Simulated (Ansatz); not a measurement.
**Si2H5O2 radical: a ladder of functionals and wavefunction methods**

Aim: compute Si2H5O2 radical with functionals from several rungs and with coupled cluster, and see how far each lands from CCSD(T) at the basis-set limit for the atomisation energy.

Method: functionals in def2-TZVPP, the program's frozen cores in correlated methods; program: Ansatz 0.2.0, Gaussian basis.

Levels to be run: LDA (SPW92), PBE-D4, revPBE-D4, BLYP-D4, r2SCAN-D4, B97M-V, PBE0-D4, B3LYP-D4, r2SCANh-D4, r2SCAN0-D4, HSE06-D4, BHLYP-D4, CAM-B3LYP-D4, LC-ωPBE, ωB97X-V, ωB97M-V, B2PLYP, PBE-QIDH; CCSD(T)/def2-SVP; CCSD(T)/def2-TZVPP; MP2/def2-QZVPP; extrapolation to the limit; RPA on PBE.

## 1. Structure used throughout

All runs share one geometry, relaxed beforehand with PBE0-D4 in a triple-zeta def2 set.

SMILES `O[SiH](O)[SiH2]`, 9 atoms, charge 0, spin multiplicity 2.

Atoms are counted from 1 here; the program's logs count them from 0.

Bond lengths: O1–Si2 1.647 Å, O1–H5 0.959 Å, Si2–O3 1.646 Å, Si2–Si4 2.331 Å, Si2–H6 1.484 Å, O3–H7 0.959 Å, Si4–H8 1.489 Å, Si4–H9 1.489 Å. Angles: Si2–O1–H5 117.3°, O1–Si2–O3 112.7°, O1–Si2–Si4 114.7°, O1–Si2–H6 102.7°, O3–Si2–Si4 103.3°, O3–Si2–H6 111.5°, Si4–Si2–H6 112.3°, Si2–O3–H7 117.5°, Si2–Si4–H8 115.3°, Si2–Si4–H9 114.8°, H8–Si4–H9 109.9°.

## 2. LDA

This LDA is Slater exchange with PW92 correlation.

in.yaml reads:

```yaml
crystal:
  periodic: [false, false, false]
  atoms:
    - {symbol: O, position_ang: [0.977778, 1.346291, -0.652926]}
    - {symbol: Si, position_ang: [0.627906, 0.002618, 0.233712]}
    - {symbol: O, position_ang: [1.015613, -1.393078, -0.547655]}
    - {symbol: Si, position_ang: [-1.631473, -0.274787, 0.734651]}
    - {symbol: H, position_ang: [0.462085, 1.496438, -1.447288]}
    - {symbol: H, position_ang: [1.454851, 0.190728, 1.451269]}
    - {symbol: H, position_ang: [1.938586, -1.537155, -0.765676]}
    - {symbol: H, position_ang: [-2.473468, -0.787491, -0.381035]}
    - {symbol: H, position_ang: [-2.283378, 0.910036, 1.357947]}
basis:
  gaussian: {orbitals: def2-TZVPP}
magnetization: {spin_polarized: true, initial_magnetization: 1}
hamiltonian: {xc: lda}
output: {orbitals: {seedname: orbitals}}
```

Further steps of the session: PBE-D4 (GGA); revPBE-D4 (GGA); BLYP-D4 (GGA); r2SCAN-D4 (meta-GGA); B97M-V (meta-GGA); PBE0-D4 (hybrid); B3LYP-D4 (hybrid); r2SCANh-D4 (hybrid); r2SCAN0-D4 (hybrid); HSE06-D4 (hybrid); BHLYP-D4 (hybrid); CAM-B3LYP-D4 (range-separated); LC-ωPBE-D4 (range-separated); ωB97X-V (range-separated); ωB97M-V (range-separated); B2PLYP (double hybrid); PBE-QIDH (double hybrid); CCSD(T) in def2-SVP; CCSD(T) in def2-TZVPP; MP2 in def2-QZVPP; RPA on PBE orbitals.

Q: Predict the results of all the runs planned. Wanted: atomisation energy, CCSD(T)/CBS; farthest beyond LDA; mean size of error, GGA; mean size of error, meta-GGA; mean size of error, hybrid; mean size of error, range-separated; mean size of error, double hybrid; gap, smallest and largest; T1 diagnostic.

The runs gave:

| quantity | value |
| --- | --- |
| atomisation energy, CCSD(T)/CBS | 725.2 kcal/mol |
| functionals within 3.6 kcal/mol (0.5 %) | PBE-D4, r2SCAN-D4, B97M-V, CAM-B3LYP-D4, ωB97X-V |
| farthest beyond LDA | BHLYP-D4 (-26.8 kcal/mol) |
| mean size of error, GGA | 8.0 kcal/mol |
| mean size of error, meta-GGA | 0.9 kcal/mol |
| mean size of error, hybrid | 13.1 kcal/mol |
| mean size of error, range-separated | 3.8 kcal/mol |
| mean size of error, double hybrid | 14.3 kcal/mol |
| gap, smallest and largest | 1.10 eV (LDA (SPW92)), 8.42 eV (LC-ωPBE) |
| T1 diagnostic | 0.0143 |
| triples share of the correlation energy | 3.4 % |

The LDA atomisation energy is off by 95.7 kcal/mol (13 %): it overbinds. PBE-D4 is off by +0.2 kcal/mol. Double hybrids carry the basis error of their MP2 part in triple zeta, and no dispersion term here, so their miss is partly the set-up's. By mean error the best rung here is meta-GGA (0.9 kcal/mol) and the worst beyond LDA is double hybrid (14.3 kcal/mol). Misses under about 3.6 kcal/mol are within the doubt on the reference itself, which lacks core-valence correlation, relativity and higher excitations. Hartree-Fock recovers 71 % of the binding; the rest is correlation. CCSD(T) in def2-SVP is off by -66.5 kcal/mol, which most functionals beat. The gap grows from 1.1 to 8.4 eV across the functionals, mostly with the share of exact exchange.
